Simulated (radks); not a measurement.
**Ga²⁺ in [Ar] 3d10 4f1: an all-electron calculation**

An exercise on one series of results from a longer session: the logs are not shown, and one member is left open.

Method: scalar-relativistic Kohn-Sham, LDA (Slater exchange, Perdew-Zunger correlation), spin-polarised, spherical densities, point nucleus; open shells are filled with parallel spins first. Code: radks (a radial shooting solver on a logarithmic mesh, Libxc functionals) version 1.

## Starting point

| Item | Value |
| --- | --- |
| element | gallium (Z = 31) |
| charge | +2 |
| electrons | 29 |
| configuration | [Ar] 3d10 4f1 |

The outer shells:

Ga²⁺
```
[Ar] core
3d [↑↓][↑↓][↑↓][↑↓][↑↓]
4f [↑ ][  ][  ][  ][  ][  ][  ]
```

The first run:

Settings of this run:

```text
Z 31
configuration [Ar] 3d10 4f1 4s0 4p0
relativity scalar-relativistic
functional lda,pz
spin polarised
nucleus point
c 137.035999084
```

Among the steps run: Self-consistent calculation.

One table of the session follows, with a row left open; its other results are not shown here.

It belongs to the step «Radial structure». Sizes of the orbitals, from the radial functions (bohr):

```
  level      <r>  outermost maximum (interpolated)  90 % within  nodes
1s down  0.04867                            0.0318       0.0870      0
  1s up  0.04867                            0.0318       0.0870      0
2s down   0.2182                             0.183        0.338      1
  2s up   0.2182                             0.183        0.338      1
2p down   0.1909                             0.146        0.312      0
  2p up   0.1909                             0.146        0.312      0
3s down   0.6531                             0.565        0.979      2
  3s up   0.6531                             0.565        0.979      2
3p down   0.6794                             0.567         1.05      1
  3p up   0.6794                             0.567         1.05      1
  3d up   0.7879                             0.531         1.35      0
3d down   0.7874                             0.531         1.34      0
  4s up    1.974                              1.71         2.91      3
4s down        ?                                 ?            ?      ?
  4p up    2.349                              2.00         3.51      2
4p down    2.314                              1.98         3.45      2
  4f up    5.808                              5.24         8.37      0
4f down    6.124                              5.45         8.95      0
```

Q: Estimate the row for 4s down from the others.

The run gave: <r>: 1.960; outermost maximum (interpolated): 1.71; 90 % within: 2.88; nodes: 3. In the column «<r>» it lies between 3d up (0.7879) and 4s up (1.974).
